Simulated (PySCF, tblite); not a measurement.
# C₅H₃F₃: dynamics, then NMR shifts on frames

Aim: move C₅H₃F₃ (`C=C(F)C#CC(F)F`) away from its starting geometry and see how NMR shifts follow the geometry.

Programs: tblite 0.8.0 and PySCF 2.14.0, with density-fitted response routines of our own. Each step states its level of theory. These are calculated values for one molecule in the gas phase, unless marked as measured. Atoms count from 0, in the outputs and in this text.

### 1 The starting structure

11 atoms, charge 0, multiplicity 1; geometry from: GFN2-xTB.

Bonds of the start (Å): C0–C1 1.33, C1–F2 1.35, C1–C3 1.41, C3–C4 1.20, C4–C5 1.45, C5–F6 1.36, C5–F7 1.36, C0–H8 1.07, C0–H9 1.07, C5–H10 1.10.

### 2 Dynamics with GFN2-xTB

What the job is given:

```
{"job": {"kind": "md", "xc": "GFN2-xTB", "basis": "xTB", "temperature": 300, "steps": 2000, "every": 50, "frames": 5}, "charge": 0, "multiplicity": 1}
C     -2.488806     0.072277    -0.547106
C     -1.611056     0.246103     0.431542
F     -2.018057     0.604836     1.667510
C     -0.210716     0.085824     0.309001
C      0.987020    -0.026790     0.295715
C      2.425682    -0.190055     0.168881
F      2.742664    -1.446785    -0.232883
F      2.933529     0.650980    -0.767202
H     -2.162110    -0.211993    -1.529176
H     -3.540442     0.213080    -0.374511
H      2.947717     0.005194     1.122126
```

Level: GFN2-xTB Langevin dynamics, gas phase.

Started as:

```sh
$ OMP_NUM_THREADS=1 python probes_run.py task.json out
```

This one command runs all jobs of the session in turn.

Standard output:

```text
t/fs     T/K      E/eV
    0.0   263.2   -716.49944
   25.0   239.4   -716.33975
   50.0   152.2   -716.25630
   75.0   185.1   -716.30903
  100.0   215.8   -716.31906
  125.0   168.4   -716.25466
  150.0   253.3   -716.22325
  175.0   177.9   -716.16645
  200.0   222.7   -716.17891
  225.0   317.4   -716.26770
  250.0   290.0   -716.21613
  275.0   156.0   -716.16911
  300.0   209.2   -716.22442
  325.0   198.6   -716.16869
  350.0   170.5   -716.18164
  375.0   259.6   -716.26359
  400.0   235.3   -716.25438
  425.0   221.5   -716.17019
  450.0   296.8   -716.31346
  475.0   254.5   -716.15524
  500.0   199.2   -716.05001
  525.0   285.1   -716.16491
  550.0   318.3   -716.09525
  575.0   256.0   -716.07505
  600.0   321.6   -716.13423
  625.0   455.6   -716.17972
  650.0   274.6   -716.04493
  675.0   327.2   -716.16906
  700.0   304.0   -716.10281
  725.0   301.6   -716.04358
  750.0   377.1   -716.04443
  775.0   460.5   -716.08826
  800.0   368.8   -716.08645
  825.0   323.9   -715.95891
  850.0   278.9   -716.18166
  875.0   334.2   -716.09063
  900.0   251.3   -716.08774
  925.0   263.6   -716.15410
  950.0   215.8   -716.01273
  975.0   287.3   -716.14269
 1000.0   272.9   -716.18818
```

Wall time 8.5 s (1 thread of Intel Xeon Platinum 8488C, shared host); peak memory 0.19 GiB.

Distance from the start (root mean square after alignment): 0 fs 0.00 Å, 200 fs 0.29 Å, 400 fs 0.19 Å, 600 fs 0.30 Å, 800 fs 0.51 Å, 1000 fs 0.56 Å.

Positions (Å) and forces (eV/Å) at 1000 fs:

```xyz
11

C    -2.398   -1.163   -1.384   -0.813    0.249    0.872
C    -2.046   -0.892   -0.126    0.211   -0.278   -0.581
F    -2.903   -0.784    0.905    0.154   -0.179   -0.230
C    -0.677   -0.655    0.147   -1.499   -0.085    0.082
C     0.482   -0.473    0.357    1.426    1.657    0.020
C     1.749    0.217    0.635    0.925   -2.050   -0.392
F     2.335   -0.510    1.632    0.390    0.248    0.061
F     2.644    0.152   -0.435   -0.909    0.174    0.794
H    -1.663   -1.109   -2.135    0.584   -0.203   -0.572
H    -3.413   -1.339   -1.685   -0.108    0.017    0.081
H     1.712    1.240    0.989   -0.362    0.451   -0.135
```

### 3 Nuclear shieldings: 250 fs, PBE0/pcSseg-1

What the job is given:

```
{"job": {"kind": "nmr", "xc": "PBE0", "basis": "pcSseg-1", "pop": false}, "charge": 0, "multiplicity": 1}
C     -2.508400    -1.186600    -0.453100
C     -1.915500    -0.344500     0.396300
F     -2.584800     0.665000     0.971600
C     -0.502100    -0.416400     0.516100
C      0.690500    -0.414300     0.692500
C      2.138100    -0.568800     0.408600
F      2.485900    -1.877700     0.300100
F      2.409200     0.134500    -0.738900
H     -1.834400    -1.890800    -0.859200
H     -3.522500    -1.115500    -0.680500
H      2.703700    -0.185100     1.232300
```

Level: GIAO PBE0/pcSseg-1 NMR shielding, non-relativistic, gas phase.

Standard output:

```text
coarse grid: 10552 points
cycle   1  E = -490.9968348612  dE =  1.298e+00  |g| = 8.308e-01  |ddm| = 3.297e+00
cycle   2  E = -490.8796967323  dE =  1.171e-01  |g| = 1.197e+00  |ddm| = 1.595e+00
cycle   3  E = -491.1159704540  dE = -2.363e-01  |g| = 1.015e-01  |ddm| = 9.651e-01
cycle   4  E = -491.1172152397  dE = -1.245e-03  |g| = 7.326e-02  |ddm| = 1.795e-01
cycle   5  E = -491.1184231073  dE = -1.208e-03  |g| = 2.427e-02  |ddm| = 6.991e-02
cycle   6  E = -491.1185557747  dE = -1.327e-04  |g| = 6.640e-03  |ddm| = 2.321e-02
cycle   7  E = -491.1185649941  dE = -9.219e-06  |g| = 2.508e-03  |ddm| = 6.373e-03
final grid: 106968 points
cycle   8  E = -491.1877717733  dE = -4.313e-05  |g| = 6.823e-03  |ddm| = 4.388e-02
cycle   9  E = -491.1877613109  dE =  1.046e-05  |g| = 1.007e-02  |ddm| = 1.415e-02
cycle  10  E = -491.1877818752  dE = -2.056e-05  |g| = 1.617e-03  |ddm| = 7.912e-03
cycle  11  E = -491.1877823592  dE = -4.839e-07  |g| = 7.607e-04  |ddm| = 1.535e-03
cycle  12  E = -491.1877824848  dE = -1.256e-07  |g| = 1.902e-04  |ddm| = 6.440e-04
cycle  13  E = -491.1877824920  dE = -7.252e-09  |g| = 7.920e-05  |ddm| = 2.031e-04
cycle  14  E = -491.1877824936  dE = -1.545e-09  |g| = 1.278e-05  |ddm| = 8.267e-05
cycle  15  E = -491.1877824936  dE = -2.899e-11  |g| = 4.166e-06  |ddm| = 1.374e-05
converged SCF energy = -491.1877824936

GIAO shielding tensors (ppm)
atom      isotropic    diamagn.    paramagn.     s11        s22        s33       span
  0 C       68.100     260.354    -192.254    -54.676    101.432    157.544    212.220
  1 C       26.655     248.415    -221.760    -82.138     79.324     82.780    164.919
  2 F      277.813     472.819    -195.005    188.618    285.316    359.506    170.888
  3 C       94.837     262.374    -167.537      5.702     20.993    257.817    252.116
  4 C       91.664     269.121    -177.457     12.318     29.077    233.595    221.277
  5 C       75.024     239.342    -164.319     54.039     72.380     98.652     44.613
  6 F      296.773     471.104    -174.331    173.950    329.366    387.002    213.051
  7 F      281.913     476.203    -194.290    153.961    331.738    360.040    206.079
  8 H       26.251      32.389      -6.137     22.605     25.094     31.055      8.450
  9 H       26.401      30.033      -3.632     22.226     26.147     30.831      8.605
 10 H       25.829      26.987      -1.157     23.435     24.521     29.533      6.098
```

It took 14 s on 1 thread of Intel Xeon Platinum 8488C, shared host; peak memory 0.71 GiB.

The references, computed at this level on geometries of the same kind, shield at (ppm): 1H TMS 31.72, 13C TMS 186.9, 19F CFCl3 170.9. Their shielding less the atom's gives the shift. The references are single molecules in the gas phase, so shifts against H2O, NH3, PH3, H3PO4 or CFCl3 are not on the usual liquid scales and can be off by tens of ppm. Each atom is listed at this fixed geometry, with no averaging over motion; a spectrum would average atoms that exchange fast.

```csv
atoms,environment,σ (ppm),δ (ppm)
C1,fully substituted alkene carbon,26.7,160.3
C0,terminal =CH2 carbon,68.1,118.8
C5,propargylic sp3 CH bonded to 2 F,75.0,111.9
C4,alkyne carbon,91.7,95.3
C3,alkyne carbon,94.8,92.1
H10,hydrogen on a propargylic sp3 CH bonded to 2 F,25.83,5.89
H8,hydrogen on a terminal =CH2 carbon,26.25,5.47
H9,hydrogen on a terminal =CH2 carbon,26.40,5.32
F2,vinylic fluorine,277.8,-106.9
F7,fluorine of a CF2 group,281.9,-111.0
F6,fluorine of a CF2 group,296.8,-125.8
```

### 4 Nuclear shieldings: 425 fs, PBE0/pcSseg-1

What the job is given:

```
{"job": {"kind": "nmr", "xc": "PBE0", "basis": "pcSseg-1", "pop": false}, "charge": 0, "multiplicity": 1}
C     -2.789500    -1.370800    -0.374300
C     -1.879700    -0.672600     0.314300
F     -2.323100     0.489800     0.881400
C     -0.515900    -0.929200     0.446700
C      0.679400    -0.922600     0.700400
C      2.146600    -0.844700     0.741800
F      2.780400    -1.889300     1.233600
F      2.748600    -0.647300    -0.469800
H     -2.442600    -2.230200    -0.913900
H     -3.792200    -1.001000    -0.274400
H      2.430000    -0.028900     1.325000
```

Level: GIAO PBE0/pcSseg-1 NMR shielding, non-relativistic, gas phase.

Standard output:

```text
coarse grid: 10552 points
cycle   1  E = -491.0040719473  dE =  1.334e+00  |g| = 8.205e-01  |ddm| = 3.315e+00
cycle   2  E = -490.8880414359  dE =  1.160e-01  |g| = 1.190e+00  |ddm| = 1.789e+00
cycle   3  E = -491.1159858663  dE = -2.279e-01  |g| = 1.190e-01  |ddm| = 1.103e+00
cycle   4  E = -491.1175302079  dE = -1.544e-03  |g| = 9.265e-02  |ddm| = 1.826e-01
cycle   5  E = -491.1195850063  dE = -2.055e-03  |g| = 2.351e-02  |ddm| = 7.388e-02
cycle   6  E = -491.1197086337  dE = -1.236e-04  |g| = 6.784e-03  |ddm| = 2.577e-02
cycle   7  E = -491.1197180697  dE = -9.436e-06  |g| = 2.484e-03  |ddm| = 6.342e-03
final grid: 106968 points
cycle   8  E = -491.1873628087  dE = -3.839e-05  |g| = 6.588e-03  |ddm| = 4.673e-02
cycle   9  E = -491.1873541349  dE =  8.674e-06  |g| = 9.345e-03  |ddm| = 1.541e-02
cycle  10  E = -491.1873726795  dE = -1.854e-05  |g| = 1.355e-03  |ddm| = 8.549e-03
cycle  11  E = -491.1873730618  dE = -3.822e-07  |g| = 4.489e-04  |ddm| = 1.269e-03
cycle  12  E = -491.1873731014  dE = -3.964e-08  |g| = 1.944e-04  |ddm| = 4.963e-04
cycle  13  E = -491.1873731077  dE = -6.276e-09  |g| = 8.681e-05  |ddm| = 1.749e-04
cycle  14  E = -491.1873731096  dE = -1.943e-09  |g| = 1.419e-05  |ddm| = 8.024e-05
cycle  15  E = -491.1873731097  dE = -3.729e-11  |g| = 5.120e-06  |ddm| = 1.703e-05
converged SCF energy = -491.1873731097

GIAO shielding tensors (ppm)
atom      isotropic    diamagn.    paramagn.     s11        s22        s33       span
  0 C       66.207     260.017    -193.810    -59.094    101.610    156.106    215.201
  1 C       25.146     248.695    -223.549    -85.857     79.917     81.378    167.235
  2 F      255.330     477.003    -221.673    180.029    282.966    302.994    122.965
  3 C       97.064     261.426    -164.362     11.284     20.048    259.859    248.575
  4 C       87.097     264.779    -177.682      8.955     32.723    219.614    210.659
  5 C       80.068     236.543    -156.475     59.367     74.080    106.756     47.389
  6 F      319.310     466.575    -147.265    205.166    330.014    422.749    217.583
  7 F      291.583     473.567    -181.984    144.675    349.036    381.038    236.363
  8 H       25.727      30.435      -4.707     21.665     25.303     30.213      8.548
  9 H       25.251      29.204      -3.953     21.094     24.711     29.947      8.853
 10 H       26.179      28.800      -2.621     24.024     25.243     29.271      5.247
```

Run time: 14 s. Hardware: 1 thread of Intel Xeon Platinum 8488C, shared host; peak memory 0.73 GiB.

This run: δ C1 161.8, C0 120.7, C5 106.9, C4 99.8, H9 6.47, H8 5.99 ppm.

### 5 Nuclear shieldings: 625 fs, PBE0/pcSseg-1

What the job is given:

```
{"job": {"kind": "nmr", "xc": "PBE0", "basis": "pcSseg-1", "pop": false}, "charge": 0, "multiplicity": 1}
C     -2.098900    -1.499200    -0.828300
C     -1.595500    -0.786000     0.183400
F     -2.488400    -0.350800     1.087200
C     -0.180600    -0.753700     0.537600
C      1.011700    -0.537500     0.514800
C      2.419100    -0.654700     0.851500
F      2.631600    -1.617100     1.804700
F      3.229500    -0.926900    -0.206600
H     -1.376200    -2.012300    -1.504800
H     -3.167800    -1.651600    -0.903700
H      2.734800     0.295600     1.316500
```

Level: GIAO PBE0/pcSseg-1 NMR shielding, non-relativistic, gas phase.

Standard output:

```text
coarse grid: 10552 points
cycle   1  E = -490.9982628629  dE =  1.210e+00  |g| = 8.337e-01  |ddm| = 3.194e+00
cycle   2  E = -490.8764550996  dE =  1.218e-01  |g| = 1.217e+00  |ddm| = 1.469e+00
cycle   3  E = -491.1176091207  dE = -2.412e-01  |g| = 9.049e-02  |ddm| = 9.093e-01
cycle   4  E = -491.1187203038  dE = -1.111e-03  |g| = 6.179e-02  |ddm| = 1.513e-01
cycle   5  E = -491.1195874074  dE = -8.671e-04  |g| = 2.239e-02  |ddm| = 5.937e-02
cycle   6  E = -491.1196964709  dE = -1.091e-04  |g| = 7.495e-03  |ddm| = 2.112e-02
cycle   7  E = -491.1197085382  dE = -1.207e-05  |g| = 2.645e-03  |ddm| = 6.548e-03
cycle   8  E = -491.1197101612  dE = -1.623e-06  |g| = 3.751e-04  |ddm| = 2.203e-03
final grid: 106968 points
cycle   9  E = -491.1875313842  dE = -3.591e-05  |g| = 6.705e-03  |ddm| = 3.587e-02
cycle  10  E = -491.1875254644  dE =  5.920e-06  |g| = 9.445e-03  |ddm| = 1.212e-02
cycle  11  E = -491.1875405438  dE = -1.508e-05  |g| = 8.674e-04  |ddm| = 6.592e-03
cycle  12  E = -491.1875406830  dE = -1.393e-07  |g| = 2.512e-04  |ddm| = 9.772e-04
cycle  13  E = -491.1875406913  dE = -8.305e-09  |g| = 1.488e-04  |ddm| = 2.985e-04
cycle  14  E = -491.1875406962  dE = -4.858e-09  |g| = 2.754e-05  |ddm| = 1.217e-04
cycle  15  E = -491.1875406963  dE = -1.227e-10  |g| = 1.786e-05  |ddm| = 3.337e-05
converged SCF energy = -491.1875406963

GIAO shielding tensors (ppm)
atom      isotropic    diamagn.    paramagn.     s11        s22        s33       span
  0 C       60.132     258.193    -198.061    -58.734     90.288    148.842    207.575
  1 C       26.391     247.157    -220.766    -75.489     74.978     79.683    155.172
  2 F      273.452     472.678    -199.226    195.183    284.530    340.643    145.460
  3 C       92.426     263.149    -170.723      9.341     17.574    250.363    241.022
  4 C       91.506     262.953    -171.448     12.711     25.130    236.676    223.965
  5 C       75.667     238.065    -162.397     55.484     69.629    101.889     46.405
  6 F      278.835     468.161    -189.325    139.818    339.035    357.654    217.837
  7 F      308.823     469.469    -160.646    185.346    342.518    398.606    213.260
  8 H       25.291      29.995      -4.703     22.298     24.130     29.446      7.148
  9 H       25.205      28.233      -3.028     21.759     24.668     29.187      7.428
 10 H       25.112      26.495      -1.383     22.782     23.669     28.883      6.101
```

Run time: 13 s. Hardware: 1 thread of Intel Xeon Platinum 8488C, shared host; peak memory 0.73 GiB.

This run: δ C1 160.5, C0 126.8, C5 111.3, C4 95.4, H10 6.61, H9 6.51 ppm.

### 6 Nuclear shieldings: 800 fs, PBE0/pcSseg-1

What the job is given:

```
{"job": {"kind": "nmr", "xc": "PBE0", "basis": "pcSseg-1", "pop": false}, "charge": 0, "multiplicity": 1}
C     -2.332900    -1.291600    -1.286100
C     -1.864900    -0.823700    -0.139600
F     -2.586500    -0.696700     1.041700
C     -0.509800    -0.526700     0.174900
C      0.602400    -0.262000     0.436600
C      2.045200    -0.157900     0.725500
F      2.410000    -1.022300     1.666800
F      2.895800    -0.309400    -0.301900
H     -1.599000    -1.336600    -2.140800
H     -3.426800    -1.463200    -1.385000
H      2.258500     0.895400     0.990400
```

With the program's defaults for keys left out, this is: GIAO PBE0/pcSseg-1 NMR shielding, non-relativistic, gas phase.

Standard output:

```text
coarse grid: 10552 points
cycle   1  E = -490.9965611801  dE =  1.305e+00  |g| = 8.332e-01  |ddm| = 3.328e+00
cycle   2  E = -490.8968055451  dE =  9.976e-02  |g| = 1.174e+00  |ddm| = 1.846e+00
cycle   3  E = -491.1143581962  dE = -2.176e-01  |g| = 9.462e-02  |ddm| = 1.107e+00
cycle   4  E = -491.1156740217  dE = -1.316e-03  |g| = 5.620e-02  |ddm| = 1.619e-01
cycle   5  E = -491.1163326768  dE = -6.587e-04  |g| = 2.199e-02  |ddm| = 6.461e-02
cycle   6  E = -491.1164440560  dE = -1.114e-04  |g| = 5.537e-03  |ddm| = 1.933e-02
cycle   7  E = -491.1164501379  dE = -6.082e-06  |g| = 1.594e-03  |ddm| = 4.827e-03
final grid: 106968 points
cycle   8  E = -491.1850969046  dE = -3.557e-05  |g| = 6.170e-03  |ddm| = 5.041e-02
cycle   9  E = -491.1850905827  dE =  6.322e-06  |g| = 8.969e-03  |ddm| = 1.437e-02
cycle  10  E = -491.1851046817  dE = -1.410e-05  |g| = 9.138e-04  |ddm| = 7.517e-03
cycle  11  E = -491.1851048088  dE = -1.271e-07  |g| = 4.364e-04  |ddm| = 1.094e-03
cycle  12  E = -491.1851048446  dE = -3.579e-08  |g| = 1.901e-04  |ddm| = 4.380e-04
cycle  13  E = -491.1851048527  dE = -8.130e-09  |g| = 3.113e-05  |ddm| = 1.558e-04
cycle  14  E = -491.1851048529  dE = -1.930e-10  |g| = 9.400e-06  |ddm| = 4.239e-05
converged SCF energy = -491.1851048529

GIAO shielding tensors (ppm)
atom      isotropic    diamagn.    paramagn.     s11        s22        s33       span
  0 C       74.841     260.371    -185.530    -35.656    105.025    155.156    190.812
  1 C       27.342     253.126    -225.784    -68.768     73.881     76.914    145.681
  2 F      247.562     473.555    -225.992    133.955    299.778    308.953    174.997
  3 C       99.606     258.737    -159.132     14.523     22.604    261.691    247.168
  4 C       98.895     262.453    -163.559     25.597     31.501    239.586    213.989
  5 C       80.093     238.292    -158.200     59.608     72.402    108.268     48.660
  6 F      307.341     469.841    -162.500    193.025    333.632    395.366    202.341
  7 F      306.670     471.801    -165.131    182.104    333.764    404.141    222.038
  8 H       25.134      29.956      -4.822     22.931     23.625     28.845      5.914
  9 H       25.274      26.458      -1.184     22.321     24.117     29.382      7.061
 10 H       24.982      27.154      -2.172     21.588     24.315     29.043      7.454
```

Wall time 14 s (1 thread of Intel Xeon Platinum 8488C, shared host); peak memory 0.72 GiB.

Key values: δ C1 159.6, C0 112.1, C5 106.8, C4 88.0, H10 6.73, H8 6.58 ppm.

### 7 NMR shieldings: 1000 fs, PBE0/pcSseg-1

What the job is given:

```
{"job": {"kind": "nmr", "xc": "PBE0", "basis": "pcSseg-1", "pop": false}, "charge": 0, "multiplicity": 1}
C     -2.397700    -1.162500    -1.384200
C     -2.046500    -0.891600    -0.125600
F     -2.903200    -0.784500     0.905000
C     -0.676600    -0.655500     0.147400
C      0.482400    -0.473300     0.357100
C      1.748900     0.217400     0.634600
F      2.334800    -0.509800     1.631900
F      2.644200     0.152100    -0.434700
H     -1.663400    -1.108800    -2.135300
H     -3.413000    -1.338900    -1.685300
H      1.712000     1.240100     0.989100
```

Method: GIAO PBE0/pcSseg-1 NMR shielding, non-relativistic, gas phase.

Standard output:

```text
coarse grid: 10552 points
cycle   1  E = -490.9906980274  dE =  1.278e+00  |g| = 8.563e-01  |ddm| = 3.289e+00
cycle   2  E = -490.8574046896  dE =  1.333e-01  |g| = 1.264e+00  |ddm| = 1.562e+00
cycle   3  E = -491.1182564570  dE = -2.609e-01  |g| = 9.310e-02  |ddm| = 9.737e-01
cycle   4  E = -491.1194359461  dE = -1.179e-03  |g| = 6.192e-02  |ddm| = 1.752e-01
cycle   5  E = -491.1202457798  dE = -8.098e-04  |g| = 2.332e-02  |ddm| = 6.551e-02
cycle   6  E = -491.1203674436  dE = -1.217e-04  |g| = 6.525e-03  |ddm| = 2.143e-02
cycle   7  E = -491.1203763177  dE = -8.874e-06  |g| = 2.409e-03  |ddm| = 5.841e-03
final grid: 106968 points
cycle   8  E = -491.1899568629  dE = -4.169e-05  |g| = 6.932e-03  |ddm| = 5.243e-02
cycle   9  E = -491.1899449442  dE =  1.192e-05  |g| = 1.054e-02  |ddm| = 1.428e-02
cycle  10  E = -491.1899669897  dE = -2.205e-05  |g| = 1.675e-03  |ddm| = 7.954e-03
cycle  11  E = -491.1899675295  dE = -5.398e-07  |g| = 7.412e-04  |ddm| = 1.505e-03
cycle  12  E = -491.1899676484  dE = -1.188e-07  |g| = 1.776e-04  |ddm| = 6.272e-04
cycle  13  E = -491.1899676545  dE = -6.113e-09  |g| = 6.877e-05  |ddm| = 1.744e-04
cycle  14  E = -491.1899676556  dE = -1.168e-09  |g| = 1.363e-05  |ddm| = 7.550e-05
cycle  15  E = -491.1899676557  dE = -3.399e-11  |g| = 4.376e-06  |ddm| = 1.500e-05
converged SCF energy = -491.1899676557

GIAO shielding tensors (ppm)
atom      isotropic    diamagn.    paramagn.     s11        s22        s33       span
  0 C       70.671     258.647    -187.976    -43.059     96.653    158.418    201.478
  1 C       29.596     251.380    -221.784    -71.892     76.532     84.149    156.041
  2 F      279.874     471.441    -191.567    188.117    286.044    365.462    177.346
  3 C       92.089     260.923    -168.834      8.155     13.574    254.537    246.383
  4 C       97.067     255.300    -158.233     14.335     41.264    235.601    221.265
  5 C       69.501     244.080    -174.579     47.515     72.688     88.301     40.786
  6 F      291.179     471.322    -180.143    162.007    332.038    379.493    217.486
  7 F      282.889     471.989    -189.101    145.381    344.587    358.699    213.318
  8 H       26.447      32.781      -6.334     23.194     25.449     30.699      7.506
  9 H       26.332      27.644      -1.312     23.095     25.342     30.560      7.466
 10 H       24.861      29.123      -4.262     23.225     23.414     27.945      4.721
```

Wall time 15 s (1 thread of Intel Xeon Platinum 8488C, shared host); peak memory 0.72 GiB.

In short: δ C1 157.3, C5 117.4, C0 116.3, C3 94.8, H10 6.86, H9 5.38 ppm.

### 8 Run by run: NMR shifts

Shifts (ppm) of some atoms, chosen among heavy atoms and hydrogens apart, with basis size and wall time:

```csv
frame,C0,C4,H10,H8,F2,F7,F6,functions,time
250 fs,118.8,95.3,5.89,5.47,-106.9,-111.0,-125.8,151,14 s
425 fs,120.7,99.8,5.54,5.99,-84.4,-120.6,-148.4,151,14 s
625 fs,126.8,95.4,6.61,6.43,-102.5,-137.9,-107.9,151,13 s
800 fs,112.1,88.0,6.73,6.58,-76.6,-135.7,-136.4,151,14 s
1000 fs,116.3,89.9,6.86,5.27,-108.9,-111.9,-120.2,151,15 s
```

### 9 What came out

```
                                        quantity                                value
                                      thermostat                                300 K
                   mean temperature, second half                                308 K
         mean potential energy above the minimum                              0.40 eV
  13C shifts against TMS (PBE0/pcSseg-1, 250 fs)  160.3, 118.8, 111.9, 95.3, 92.1 ppm
   1H shifts against TMS (PBE0/pcSseg-1, 250 fs)                 5.89, 5.47, 5.32 ppm
19F shifts against CFCl3 (PBE0/pcSseg-1, 250 fs)           -106.9, -111.0, -125.8 ppm
                        range of the shift of F6                 -148.4 to -107.9 ppm
```

In the second half the potential energy averages 0.40 eV above the minimum; equipartition over 27 harmonic modes at 300 K would give 0.35 eV. With 11 atoms the temperature swings widely (152 to 460 K). Shifts at one fixed geometry are not the observed spectrum, which averages over the motion. In the first frame run (250 fs): The widest tensor belongs to C3: span 252 ppm, with a paramagnetic part of -168 ppm. In ppm, F6 moves most: its shift spreads over 40.5 ppm, from -148.4 (425 fs) to -107.9 (625 fs).
